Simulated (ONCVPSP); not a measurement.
# P: generating and testing an ONCV potential

Task: generate the file, and judge it by its errors in other configurations, its logarithmic derivatives, its ghosts and its cutoff.

Program: ONCVPSP 4.0.1. Reference atom: PBEsol, scalar-relativistic, spherical and spin-unpolarised. All values are calculated.

**1. Starting point**

Typed settings, in words:

```json
{
 "element": "phosphorus (P, Z = 15)",
 "type": "optimised norm-conserving Vanderbilt (ONCV)",
 "frozen core": "[He]",
 "valence charge": "13",
 "reference configuration": "2s2 2p6 3s2 3p3",
 "partial waves": "2s+3s: rc 0.90 bohr, ncon 4, nbas 7, qcut 16.6 1/bohr, 2 projectors; 2p+3p: rc 1.00 bohr, ncon 5, nbas 8, qcut 17.4 1/bohr, 2 projectors; d scattering state at 0.25 Ha: rc 1.05 bohr, ncon 4, nbas 8, qcut 8.4 1/bohr, 2 projectors, debl 0.7 Ha",
 "local potential": "polynomial inside 0.80 bohr (lpopt 5, dvloc0 0 Ha)",
 "core correction": "Teter function, fcfact 4.25, rcfact 1.5"
}
```

The outer shells as boxes (Hund's rule for the drawing; the calculation is spin-unpolarised):

```
[He] core
2s [↑↓]
2p [↑↓][↑↓][↑↓]
3s [↑↓]
3p [↑ ][↑ ][↑ ]
```

The nodes and maxima of the atom's own shells, from an earlier all-electron run, set the scale for the radii.

All-electron outer shells of the reference configuration (PBEsol, scalar-relativistic, ld1.x):

```
shell  level (eV)  outermost node (bohr)  outermost maximum (bohr)
   1s    -2080.27                      –                      0.07
   2s     -173.57                   0.14                      0.42
   2p     -124.33                      –                      0.36
   3s      -13.92                   0.66                      1.58
   3p       -5.48                   0.64                      1.83
```

**2. Generation**

P.dat

```
# ATOM AND REFERENCE CONFIGURATION
# atsym  z   nc   nv     iexc    psfile
  P 15.00    1    4  -116133      upf
#
#   n    l    f
    1    0    2.00
    2    0    2.00
    2    1    6.00
    3    0    2.00
    3    1    3.00
#
# PSEUDOPOTENTIAL AND OPTIMIZATION
# lmax
    2
#
#   l,   rc,      ep,       ncon, nbas, qcut
    0    0.90    0.00    4    7   16.60
    1    1.00    0.00    5    8   17.40
    2    1.05    0.25    4    8    8.40
#
# LOCAL POTENTIAL
# lloc, lpopt,  rc(5),   dvloc0
    4    5    0.80    0.00
#
# VANDERBILT-KLEINMAN-BYLANDER PROJECTORs
# l, nproj, debl
    0    2    2.10
    1    2    2.60
    2    2    0.70
#
# MODEL CORE CHARGE
# icmod, fcfact, rcfact
    3    4.25    1.50
#
# LOG DERIVATIVE ANALYSIS
# epsh1, epsh2, depsh
   -8.00    5.00    0.04
#
# OUTPUT GRID
# rlmax, drl
    6.00    0.01
#
# TEST CONFIGURATIONS
# ncnf
    4
# nvcnf
#   n    l    f
    4
    2    0    2.00
    2    1    6.00
    3    0    2.00
    3    1    2.00
#
    4
    2    0    2.00
    2    1    6.00
    3    0    2.00
    3    1    1.00
#
    4
    2    0    2.00
    2    1    6.00
    3    0    2.00
    3    1    0.00
#
    4
    2    0    2.00
    2    1    5.00
    3    0    2.00
    3    1    3.00
#
```

On the command line:

```
$ oncvpsp.x < P.dat > P.out
```

Before running it: what results should come out? Wanted: cutoffs for 1 and 0.1 mHa per electron, occupied waves; bound ghosts; GHOST(+) flags; largest test error; largest phase difference near zero energy, channels read; rms error of d²Exc/dn², without and with the model core.

The runs gave:

| quantity | value |
| --- | --- |
| cutoffs for 1 and 0.1 mHa per electron, occupied waves | 108 Ha and 123 Ha |
| bound ghosts | none found |
| GHOST(+) flags | d at 3678 eV |
| largest test error (AE − PS) | +612 meV, for 2s2 2p5 3s2 3p3 |
| largest phase difference near zero energy, channels read | 0.000 rad |
| rms error of d²Exc/dn², without and with the model core | 1.73 and 1.97 mHa |

In words: By total energies transferability is poor: the largest error is 612 meV on 140.1 eV, for 2s2 2p5 3s2 3p3. That test lies far up in energy; among those under 40 eV, nearer to bonding, the largest error is 2.2 meV. It counts as very hard, with 108 Ha needed at the looser tolerance. It is free of bound ghosts as far as tested. Near zero energy the phases of the channels with partial waves agree within 0.001 rad. The program also flags highly localised states, GHOST(+) (d).
